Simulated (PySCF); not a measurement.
# BeCd: from the state search to spectroscopic constants

One table from this session's results is given with a row withheld; the runs are named, their logs left out.

Program: PySCF 2.14.0. Level of theory: Be cc-pVDZ, Cd cc-pVDZ-PP with ECP28, scalar-relativistic core potentials. These are calculated values, not measurements.

Set-up of the first run:

A driver script around PySCF takes these settings:

- atoms: Be, Cd
- charge: 0
- basis: Be cc-pVDZ, Cd cc-pVDZ-PP with ECP28
- Hamiltonian: scalar-relativistic core potentials
- basis functions: 52
- electrons treated: 24
- masses in u: 9.0122, 113.9034
- levels: PBE0, PBE, r²SCAN, BP86, TPSS, BLYP, ωB97X, HF, MP2, SCS-MP2, CCSD, CCSD(T)
- grid: 80 radial by 434 angular points
- occupations: held fixed by the projection of orbital angular momentum
- dissociation limit: Be + Cd, each in its ground configuration
- starting distance in angstrom: 2.360
- values of 2S to try: 0, 2

The run is started by

```
$ OMP_NUM_THREADS=1 python dia.py task.json out
```

Among the steps run: Set-up; PBE0 along the bond; Other states along the same grid; PBE (GGA); r²SCAN; BP86; TPSS; BLYP; ωB97X (range-separated hybrid); RHF; MP2 and coupled cluster.

One table of the session follows, with a row left open; its other results are not shown here.

| level | Re (Å) | ωe (cm⁻¹) | De (eV) | μ (D) |
| --- | --- | --- | --- | --- |
| PBE | 2.891 | 157.4 | 0.175 | 0.35 |
| BLYP | 3.097 | 97.2 | 0.036 | 0.19 |
| BP86 | 2.917 | 146.0 | 0.128 | 0.27 |
| TPSS | 2.939 | 141.0 | 0.139 | 0.45 |
| r²SCAN | 2.863 | 164.9 | 0.171 | 0.22 |
| PBE0 | ? | ? | ? | ? |

**Question.** Estimate the row for PBE0.

**Answer.** Re (Å): 3.014; ωe (cm⁻¹): 129.4; De (eV): 0.117; μ (D): 0.30. In the column «Re (Å)» it lies between TPSS (2.939) and BLYP (3.097).

De is counted to Be + Cd in their ground configurations. No constants: RHF (no minimum is bracketed among the points kept); RHF-MP2 (no minimum is bracketed among the points kept); RHF-SCS-MP2 (no minimum is bracketed among the points kept); RHF-CCSD (no minimum is bracketed among the points kept).

To keep in mind: The bond is weak, and basis-set superposition, which was not computed, may be a sizeable part of it.
